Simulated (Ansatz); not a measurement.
# TiCo3: the cost of one run

Method: DFT LDA, scalar-relativistic, plane waves, PAW, in Ansatz 0.2.0.

1 further run of the same task is left out (set aside as unsound or not needed).

### Step 1. The starting structure

Symmetry: Pm-3m, No. 221, cubic system. Conventional cell: a = 3.494 Å, b = 3.494 Å, c = 3.494 Å, α = 90.00°, β = 90.00°, γ = 90.00°. Ti (site symmetry m-3m) is surrounded by 12 Co at 2.47 Å. Co (site symmetry 4/mmm) is surrounded by 4 Ti at 2.47 Å and 8 Co at 2.47 Å.

Structure file:

```
CELL_PARAMETERS angstrom
3.49422 0.00000 0.00000
0.00000 3.49422 0.00000
0.00000 0.00000 3.49422
ATOMIC_POSITIONS crystal
Ti 0.00000 0.00000 0.00000
Co 0.00000 0.50000 0.50000
Co 0.50000 0.00000 0.50000
Co 0.50000 0.50000 0.00000
```

It is the result of an earlier relaxation at this level (volume 10.67 Å³/atom; gap on the mesh: none (metal)).

### Step 2. Relaxing at 5 GPa

At a set pressure the run lowers the enthalpy E + PV, so the energy alone may rise along the way.

The input, input.yaml:

```yaml
crystal:
  lattice:
    - [3.494221328, 0.0, 0.0]
    - [0.0, 3.494221328, 0.0]
    - [0.0, 0.0, 3.494221328]
  atoms:
    - { symbol: Ti, position: [0.0, 0.0, 0.0] }
    - { symbol: Co, position: [0.0, 0.5, 0.5] }
    - { symbol: Co, position: [0.5, 0.0, 0.5] }
    - { symbol: Co, position: [0.5, 0.5, 0.0] }
basis:
  ecutwfc: 420
kpoints:
  mp_grid: { grid: [12, 12, 12] }
hamiltonian:
  xc: lda
scf:
  occupations: { method: fermi_dirac, width: 0.15 }
output:
  forces: true
  stress: true
  eigenvalues: true
relax:
  adjacent_minimum: "off"
  f_tol: 0.001
  max_steps: 60
  cell: { stress_tol: 0.02, p_target: 5.0 }
```

The run is started by

```console
ansatz run input.yaml --threads 2 --pin off --max-ram 6144MiB --backend cpu --events-out ev --progress --plain --runs-dir out
```

What time and memory should one allow on 2 threads of Arm Neoverse V1, shared host?

About 30 s, with a peak of 0.41 GiB.
